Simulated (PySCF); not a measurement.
**Magnesium: the same states on changed settings**

Aim: see what changed settings do to total energies and their difference. The change: the non-relativistic Hamiltonian (point nucleus), unsound on purpose. A sound run of the same states serves as the yardstick.

Program: PySCF 2.14.0. Level of theory: unrestricted determinants in a Gaussian basis, no spin-orbit coupling in the energies. These are calculated values, not measurements, unless marked.

### Step 1. The system

- Element: magnesium (Z = 12)
- Basis: jorge-DZP-DKH
- Hamiltonian: the non-relativistic Hamiltonian (point nucleus)
- State 1: Mg: [Ne] 3s2, closed-shell 1S
- State 2: Mg⁺: [Ne] 3s1, 2S determinant
- Methods: UHF, BP86, PBE0, MP2, CCSD(T)
- Core shells frozen in the correlated runs: valence: [Ne] (for Mg)

The outer shells:

Mg [Ne] 3s2
```
[Ne] core
3s [↑↓]
```

Mg+ [Ne] 3s1
```
[Ne] core
3s [↑ ]
```

The sound run (jorge-DZP-DKH, scalar relativity by spin-free X2C-1e, symmetry-adapted start, fine grid, valence correlation) gave:

```
species             method  energy (hartree)
     Mg                UHF        -199.91307
     Mg               BP86        -200.39427
     Mg               PBE0        -200.27044
     Mg      MP2 (valence)        -199.93396
     Mg  CCSD(T) (valence)        -199.94581
    Mg⁺                UHF        -199.67014
    Mg⁺               BP86        -200.11040
    Mg⁺               PBE0        -199.99260
```

The runs were made by one driver on top of PySCF. The scripts below sum up each run's settings (the driver also hands on starting orbitals that pick excited configurations, and frozen orbitals as a list rather than a count), and the logs come from the driver's own runs. The driver starts from symmetry-adapted Hartree-Fock orbitals, holds the occupation by maximum overlap and uses a logarithmic radial grid for functionals, so a plain start would take other cycles.

It was started by

```bash
OMP_NUM_THREADS=1 python atomrun2.py TASK.json OUT
```

The integrals over 24 functions and the set-up took 0.01 s of CPU time.

### Step 2. Changed run, Mg

Level: UHF.

The input, input.py:

```python
from pyscf import gto, scf, dft, mp, cc
import basis_set_exchange as bse
mol = gto.M(atom="Mg 0 0 0", charge=0, spin=0, symmetry="D2h",
            basis=gto.basis.parse(bse.get_basis("jorge-DZP-DKH", elements=["Mg"], fmt="nwchem", header=False)))
mf = scf.UHF(mol)
mf.irrep_nelec = {'Ag': (3, 3), 'B1u': (1, 1), 'B2u': (1, 1), 'B3u': (1, 1)}
mf.kernel()
```

Log:

```text
damping factor = 0
level_shift factor = 0
DIIS = <class 'pyscf.scf.diis.CDIIS'>
diis_start_cycle = 1
diis_space = 10
diis_damp = 0
SCF conv_tol = 1e-09
SCF conv_tol_grad = None
number electrons alpha = 6  beta = 6
cycle= 1 E= -199.572018682175  delta_E= -2.36e-12  |g|= 2.88e-07  |ddm|= 6.01e-06
converged SCF energy = -199.572018682175  <S^2> = -5.3290705e-15  2S+1 = 1
```

Time after the integrals: 0.03 s (1 thread of Intel Xeon 6975P-C, shared host).

Orbital energies by shell (radii are means over both spins):

```
shell  electrons  mean orbital energy (eV)  spread (eV)  rms radius (bohr)
   1s          2                   -1333.8            0              0.152
   2s          2                   -102.42            0              0.756
   2p          6                   -62.082            0              0.773
   3s          2                    -6.868            0               3.51
```

⟨S²⟩ = 0.000, ⟨L²⟩ = 0.00.

Level: BP86.

Changes to input.py:

```diff
@@ -4,3 +4,3 @@
             basis=gto.basis.parse(bse.get_basis("jorge-DZP-DKH", elements=["Mg"], fmt="nwchem", header=False)))
-mf = scf.UHF(mol)
+mf = dft.UKS(mol, xc="B88,P86")
 mf.irrep_nelec = {'Ag': (3, 3), 'B1u': (1, 1), 'B2u': (1, 1), 'B3u': (1, 1)}
```

Log:

```text
damping factor = 0
level_shift factor = 0
DIIS = <class 'pyscf.scf.diis.CDIIS'>
diis_start_cycle = 1
diis_space = 10
diis_damp = 0
SCF conv_tol = 1e-09
SCF conv_tol_grad = None
number electrons alpha = 6  beta = 6
XC functionals = B88,P86
    A. D. Becke.,  Phys. Rev. A 38, 3098 (1988)
    J. P. Perdew.,  Phys. Rev. B 33, 8822 (1986)
cycle= 1 E= -200.049194558277  delta_E= -0.00432  |g|= 0.0404  |ddm|= 0.194
cycle= 2 E= -200.049362889076  delta_E= -0.000168  |g|= 0.0242  |ddm|= 0.0298
cycle= 3 E= -200.049470463823  delta_E= -0.000108  |g|= 0.000754  |ddm|= 0.0167
cycle= 4 E= -200.049470675381  delta_E= -2.12e-07  |g|= 1.91e-05  |ddm|= 0.00223
cycle= 5 E= -200.049470675556  delta_E= -1.75e-10  |g|= 7.28e-08  |ddm|= 7.02e-05
converged SCF energy = -200.049470675556  <S^2> = -6.2172489e-15  2S+1 = 1
```

Time after the integrals: 0.07 s (1 thread of Intel Xeon 6975P-C, shared host).

Level: PBE0.

Changes to input.py:

```diff
@@ -4,3 +4,3 @@
             basis=gto.basis.parse(bse.get_basis("jorge-DZP-DKH", elements=["Mg"], fmt="nwchem", header=False)))
-mf = dft.UKS(mol, xc="B88,P86")
+mf = dft.UKS(mol, xc="PBE0")
 mf.irrep_nelec = {'Ag': (3, 3), 'B1u': (1, 1), 'B2u': (1, 1), 'B3u': (1, 1)}
```

Log:

```text
damping factor = 0
level_shift factor = 0
DIIS = <class 'pyscf.scf.diis.CDIIS'>
diis_start_cycle = 1
diis_space = 10
diis_damp = 0
SCF conv_tol = 1e-09
SCF conv_tol_grad = None
number electrons alpha = 6  beta = 6
XC functionals = PBE0
    C. Adamo and V. Barone.,  J. Chem. Phys. 110, 6158 (1999)
    M. Ernzerhof and G. E. Scuseria.,  J. Chem. Phys. 110, 5029 (1999)
cycle= 1 E= -199.927114984386  delta_E= -0.00237  |g|= 0.0228  |ddm|= 0.133
cycle= 2 E= -199.927176793414  delta_E= -6.18e-05  |g|= 0.0108  |ddm|= 0.0226
cycle= 3 E= -199.927198174814  delta_E= -2.14e-05  |g|= 0.000308  |ddm|= 0.00697
cycle= 4 E= -199.927198193191  delta_E= -1.84e-08  |g|= 3.4e-06  |ddm|= 0.000323
cycle= 5 E= -199.927198193197  delta_E= -5.29e-12  |g|= 2.62e-07  |ddm|= 7.32e-06
converged SCF energy = -199.927198193197  <S^2> = -5.3290705e-15  2S+1 = 1
```

It took 0.08 s on 1 thread of Intel Xeon 6975P-C, shared host, the integrals not counted.

Level: MP2 (valence).

Changes to input.py:

```diff
@@ -4,4 +4,5 @@
             basis=gto.basis.parse(bse.get_basis("jorge-DZP-DKH", elements=["Mg"], fmt="nwchem", header=False)))
-mf = dft.UKS(mol, xc="PBE0")
+mf = scf.UHF(mol)
 mf.irrep_nelec = {'Ag': (3, 3), 'B1u': (1, 1), 'B2u': (1, 1), 'B3u': (1, 1)}
 mf.kernel()
+mp.UMP2(mf, frozen=5).kernel()
```

The driver printed no log here.

Time after the integrals: 0.01 s (1 thread of Intel Xeon 6975P-C, shared host).

With 2 electrons correlated, the MP2 correlation energy is -0.02091 hartree (0.00000 same spin, -0.02091 opposite spin); the SCS form gives -0.02509. Largest pairs of shells: 3s-3s -0.0209.

Level: CCSD(T) (valence).

Changes to input.py:

```diff
@@ -7,2 +7,3 @@
 mf.kernel()
-mp.UMP2(mf, frozen=5).kernel()
+mycc = cc.CCSD(mf, frozen=5).run()
+mycc.ccsd_t()
```

Log:

```text
CC2 = 0
CCSD nocc = 1, nmo = 19
frozen orbitals [0, 1, 2, 3, 4]
max_cycle = 100
direct = 0
conv_tol = 1e-08
conv_tol_normt = 1e-06
diis_space = 8
diis_start_cycle = 0
Init t2, MP2 energy = -199.592924656928  E_corr(MP2) -0.0209059747527304
Init E_corr(CCSD) = -0.0209059747528035
cycle = 1  E_corr(CCSD) = -0.0276978050402256  dE = -0.00679183029  norm(t1,t2) = 0.0555059
cycle = 2  E_corr(CCSD) = -0.0303222283401822  dE = -0.0026244233  norm(t1,t2) = 0.0268729
cycle = 3  E_corr(CCSD) = -0.0328155325958264  dE = -0.00249330426  norm(t1,t2) = 0.0143908
cycle = 4  E_corr(CCSD) = -0.0327879027189977  dE = 2.76298768e-05  norm(t1,t2) = 0.00121139
cycle = 5  E_corr(CCSD) = -0.0327935686572837  dE = -5.66593829e-06  norm(t1,t2) = 0.000180995
cycle = 6  E_corr(CCSD) = -0.0327843457538048  dE = 9.22290348e-06  norm(t1,t2) = 4.13271e-05
cycle = 7  E_corr(CCSD) = -0.0327868460668698  dE = -2.50031306e-06  norm(t1,t2) = 1.49539e-05
cycle = 8  E_corr(CCSD) = -0.0327868292487492  dE = 1.68181205e-08  norm(t1,t2) = 1.2478e-06
cycle = 9  E_corr(CCSD) = -0.0327867805333521  dE = 4.87153972e-08  norm(t1,t2) = 3.11184e-07
cycle = 10  E_corr(CCSD) = -0.0327867774218346  dE = 3.11151741e-09  norm(t1,t2) = 2.8142e-08
CCSD converged
E(CCSD) = -199.604805459597  E_corr = -0.03278677742183465
```

Time after the integrals: 0.04 s (1 thread of Intel Xeon 6975P-C, shared host).

CCSD correlation -0.03279 hartree, triples 0.00000; total -199.604805. T1 = 0.011, largest double amplitude 0.113. With two correlated electrons the triples vanish and CCSD is exact in this space.

### Step 3. Changed run, Mg⁺, method by method

Level: UHF.

The input, input.py:

```python
from pyscf import gto, scf, dft, mp, cc
import basis_set_exchange as bse
mol = gto.M(atom="Mg 0 0 0", charge=1, spin=1, symmetry="D2h",
            basis=gto.basis.parse(bse.get_basis("jorge-DZP-DKH", elements=["Mg"], fmt="nwchem", header=False)))
mf = scf.UHF(mol)
mf.irrep_nelec = {'Ag': (3, 2), 'B1u': (1, 1), 'B2u': (1, 1), 'B3u': (1, 1)}
mf.kernel()
```

Log:

```text
damping factor = 0
level_shift factor = 0
DIIS = <class 'pyscf.scf.diis.CDIIS'>
diis_start_cycle = 1
diis_space = 10
diis_damp = 0
SCF conv_tol = 1e-09
SCF conv_tol_grad = None
number electrons alpha = 6  beta = 5
cycle= 1 E= -199.329518004507  delta_E= -3.35e-11  |g|= 1.76e-06  |ddm|= 2.86e-05
converged SCF energy = -199.329518004507  <S^2> = 0.75005584  2S+1 = 2.0000558
```

Time after the integrals: 0.03 s (1 thread of Intel Xeon 6975P-C, shared host).

The occupied shells:

```
shell  electrons  mean orbital energy (eV)  spread (eV)  rms radius (bohr)
 1s α          1                   -1342.8            0              0.152
 1s β          1                   -1342.6            0              0.152
 2s α          1                   -111.38            0              0.756
 2s β          1                   -110.91            0              0.756
 2p α          3                   -70.970            0              0.771
 2p β          3                   -70.810            0              0.771
 3s α          1                   -14.707            0               3.05
```

⟨S²⟩ = 0.750, ⟨L²⟩ = 0.00.

Level: BP86.

Changes to input.py:

```diff
@@ -4,3 +4,3 @@
             basis=gto.basis.parse(bse.get_basis("jorge-DZP-DKH", elements=["Mg"], fmt="nwchem", header=False)))
-mf = scf.UHF(mol)
+mf = dft.UKS(mol, xc="B88,P86")
 mf.irrep_nelec = {'Ag': (3, 2), 'B1u': (1, 1), 'B2u': (1, 1), 'B3u': (1, 1)}
```

Log:

```text
damping factor = 0
level_shift factor = 0
DIIS = <class 'pyscf.scf.diis.CDIIS'>
diis_start_cycle = 1
diis_space = 10
diis_damp = 0
SCF conv_tol = 1e-09
SCF conv_tol_grad = None
number electrons alpha = 6  beta = 5
XC functionals = B88,P86
    A. D. Becke.,  Phys. Rev. A 38, 3098 (1988)
    J. P. Perdew.,  Phys. Rev. B 33, 8822 (1986)
cycle= 1 E= -199.765799378568  delta_E= -0.00348  |g|= 0.0412  |ddm|= 0.127
cycle= 2 E= -199.765983092122  delta_E= -0.000184  |g|= 0.025  |ddm|= 0.0405
cycle= 3 E= -199.766096925017  delta_E= -0.000114  |g|= 0.000188  |ddm|= 0.0139
cycle= 4 E= -199.766096931975  delta_E= -6.96e-09  |g|= 3.27e-06  |ddm|= 0.000216
cycle= 5 E= -199.766096931979  delta_E= -4.26e-12  |g|= 1.59e-07  |ddm|= 1.11e-05
converged SCF energy = -199.766096931979  <S^2> = 0.75004315  2S+1 = 2.0000431
```

Time after the integrals: 0.08 s (1 thread of Intel Xeon 6975P-C, shared host).

Level: PBE0.

Changes to input.py:

```diff
@@ -4,3 +4,3 @@
             basis=gto.basis.parse(bse.get_basis("jorge-DZP-DKH", elements=["Mg"], fmt="nwchem", header=False)))
-mf = dft.UKS(mol, xc="B88,P86")
+mf = dft.UKS(mol, xc="PBE0")
 mf.irrep_nelec = {'Ag': (3, 2), 'B1u': (1, 1), 'B2u': (1, 1), 'B3u': (1, 1)}
```

Log:

```text
damping factor = 0
level_shift factor = 0
DIIS = <class 'pyscf.scf.diis.CDIIS'>
diis_start_cycle = 1
diis_space = 10
diis_damp = 0
SCF conv_tol = 1e-09
SCF conv_tol_grad = None
number electrons alpha = 6  beta = 5
XC functionals = PBE0
    C. Adamo and V. Barone.,  J. Chem. Phys. 110, 6158 (1999)
    M. Ernzerhof and G. E. Scuseria.,  J. Chem. Phys. 110, 5029 (1999)
cycle= 1 E= -199.649726802559  delta_E= -0.00189  |g|= 0.0248  |ddm|= 0.0801
cycle= 2 E= -199.64980807773  delta_E= -8.13e-05  |g|= 0.0118  |ddm|= 0.0282
cycle= 3 E= -199.649832845821  delta_E= -2.48e-05  |g|= 0.000165  |ddm|= 0.00574
cycle= 4 E= -199.649832861339  delta_E= -1.55e-08  |g|= 9.67e-06  |ddm|= 0.000867
cycle= 5 E= -199.649832861518  delta_E= -1.79e-10  |g|= 3.77e-07  |ddm|= 0.000114
converged SCF energy = -199.649832861518  <S^2> = 0.75003269  2S+1 = 2.0000327
```

Time after the integrals: 0.08 s (1 thread of Intel Xeon 6975P-C, shared host).

### Step 4. Against the sound run

```
species             method  converged  energy less sound run (eV)
     Mg                UHF        yes                     +9.2805
     Mg               BP86        yes                     +9.3824
     Mg               PBE0        yes                     +9.3402
     Mg      MP2 (valence)        yes                     +9.2800
     Mg  CCSD(T) (valence)        yes                     +9.2791
    Mg⁺                UHF        yes                     +9.2688
    Mg⁺               BP86        yes                     +9.3689
    Mg⁺               PBE0        yes                     +9.3271
```

Ionisation energy of Mg:

```
 method  sound run (eV)  changed run (eV)  shift (eV)
    UHF           6.610             6.599      -0.012
   BP86           7.724             7.711      -0.013
   PBE0           7.561             7.547      -0.013
    MP2           7.179             7.168      -0.011
SCS-MP2           7.293             7.281      -0.011
   CCSD           7.501             7.491      -0.010
CCSD(T)           7.501             7.491      -0.010
  CCSDT           7.501             7.491      -0.010
    FCI           7.501             7.491      -0.010
```

### Step 5. Results

```
                                 quantity                                             value
                                   change  the non-relativistic Hamiltonian (point nucleus)
                           runs converged                                            8 of 8
largest shift of a converged total energy                                           9.38 eV
   largest shift of the ionisation energy                                  -0.013 eV (BP86)
```

**Reading.** The ionisation energy moves by up to 0.01 eV, at BP86. Most of the change in total energy is the relativistic energy itself. On top of that the contraction fixes the core shape for the Hamiltonian it was made with, so the changed run is not a good calculation with the other Hamiltonian either. The setting is unsound on purpose, so these numbers are no properties of the atom.
